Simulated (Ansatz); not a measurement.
# ReP (NiAs type): other levels of theory at one geometry

An exercise on one series of results from a longer session: the logs are not shown, and one member is left open.

Method: DFT at several levels, plane waves, PAW, in Ansatz 0.2.0.

5 further runs of the same task are left out: 1 for a known fault of the program, 2 that didn't finish, 2 set aside as unsound or not needed. Runs told in other sessions of the task aren't counted.

### The starting structure

The structure is hexagonal, space group P6_3/mmc (No. 194). The conventional cell has a = 3.749 Å, b = 3.749 Å, c = 5.080 Å, α = 90.00°, β = 90.00°, γ = 120.00°. Re (site symmetry -3m) has 6 P at 2.51 Å and 2 Re at 2.54 Å in its first shell of neighbours. P (site symmetry -6m2) has 6 Re at 2.51 Å in its first shell of neighbours.

Coordinates:

```cif
data_structure
_symmetry_space_group_name_H-M 'P6_3/mmc'
_symmetry_Int_Tables_number 194
_cell_length_a 3.7487
_cell_length_b 3.7487
_cell_length_c 5.0802
_cell_angle_alpha 90.000
_cell_angle_beta 90.000
_cell_angle_gamma 120.000
_cell_volume 61.83
loop_
_atom_site_label
_atom_site_type_symbol
_atom_site_symmetry_multiplicity
_atom_site_Wyckoff_symbol
_atom_site_fract_x
_atom_site_fract_y
_atom_site_fract_z
_atom_site_occupancy
Re1 Re 2 a 0.00000 0.00000 0.00000 1
P1 P 2 c 0.33333 0.66667 0.25000 1
```

This cell comes from an earlier session at PBE: 15.456 Å³/atom at 0.00 GPa, on a 10×10×8 mesh, a metal on this mesh.

Levels to run: PBE+SOC; r²SCAN; PBEsol; LDA. Hardware: 2 threads of Arm Neoverse V2, shared host.

The first run:

Input file input.yaml:

```yaml
crystal:
  lattice:
    - [3.7486665524, 0.0, 0.0]
    - [-1.8743332762, 3.2464404647, 0.0]
    - [0.0, 0.0, 5.0801924991]
  atoms:
    - { symbol: Re, position: [0.0, 0.0, 0.0] }
    - { symbol: Re, position: [0.0, 0.0, 0.5] }
    - { symbol: P, position: [0.3333333333, 0.6666666667, 0.25] }
    - { symbol: P, position: [0.6666666667, 0.3333333333, 0.75] }
basis:
  ecutwfc: 420
  ecutrho_ratio: 4
kpoints:
  mp_grid: { grid: [10, 10, 8] }
hamiltonian:
  xc: pbe
scf:
  occupations: { method: gaussian, width: 0.05 }
output:
  forces: true
  stress: true
  eigenvalues: true
  populations: true
  dos: { projected: true, de: 0.02 }
  write_density: true
  write_potential: true
  elf: true
  volumetric_format: npy
magnetization:
  noncollinear: true
  spin_orbit: true
```

Command:

```
$ ansatz run input.yaml --threads 2 --pin off --max-ram 2662MiB --backend cpu --events-out ev --progress --plain --runs-dir out
```

Among the steps run: PBE+SOC; r²SCAN; PBEsol; LDA.

One of the session's tables, all rows but one given; the rest of the session is left out.

| level | pressure (GPa) |
| --- | --- |
| PBE | 0.0 |
| LDA | -9.8 |
| PBEsol | ? |
| PBE+SOC | 0.5 |
| r²SCAN | -3.3 |

Q: Estimate the row for PBEsol from the others.

**Answer.** pressure (GPa): -6.4. In the column «pressure (GPa)» it lies between LDA (-9.8) and r²SCAN (-3.3).

The pressure runs from -9.8 GPa (LDA) to 0.5 GPa (PBE+SOC); a negative pressure means that level wants a smaller cell, a positive one a larger cell. Total energies of different levels have different zeros and can't be compared.
